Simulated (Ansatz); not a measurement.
Sn3Se:

```
CELL_PARAMETERS angstrom
4.74188 0.00000 0.00000
0.00000 4.74188 0.00000
0.00000 0.00000 4.74188
ATOMIC_POSITIONS crystal
Sn 0.50000 0.50000 0.00000
Sn 0.50000 0.00000 0.50000
Sn 0.00000 0.50000 0.50000
Se 0.00000 0.00000 0.00000
```

The cell comes from a database or a generator and needn't be the stable form of this composition.

```yaml
Program: Ansatz 0.2.0
Task: relaxation of cell and atoms
Functional: PBEsol
Dispersion: D3(BJ)
Potentials_or_basis: Ansatz PAW
Cutoff: "420 eV (not typed: the program's choice for these potentials)"
k_mesh: 6 × 6 × 6
Occupations: fermi-dirac, width 0.05 eV
Spin: no spin polarisation
```

At the start: volume 26.66 Å³/atom.

**Question.** How do energy, volume and symmetry change on relaxing?

**Answer.** It ends after 5 steps and the volume is 24.08 Å³/atom (-9.7 %); space group Pm-3m (No. 221, to 0.05 Å).

Step by step:
| step | energy change (eV) | largest force (eV/Å) | volume (Å³) |
| --- | --- | --- | --- |
| 1 | 0.0000 | 0.0000 | 106.62 |
| 2 | -0.1623 | 0.0000 | 93.73 |
| 3 | -0.1745 | 0.0000 | 96.72 |
| 4 | -0.1749 | 0.0000 | 96.31 |
| 5 | -0.1730 | 0.0000 | 96.31 |

Final structure:
```
Sn Se
1.0
     4.58374    0.00000    0.00000
     0.00000    4.58374    0.00000
     0.00000    0.00000    4.58374
Sn Se
3 1
Direct
  0.50000 0.50000 0.00000
  0.50000 0.00000 0.50000
  0.00000 0.50000 0.50000
  0.00000 0.00000 0.00000
```

Caveat: the plane-wave basis is chosen anew once the cell has moved, so the energies of steps on either side of that aren't comparable; pairwise dispersion overbinds metals, which lowers pressure and volume; the PAW data sets come from PBE, with cores solved anew for the run's functional, which leaves a small shift of forces and pressure.
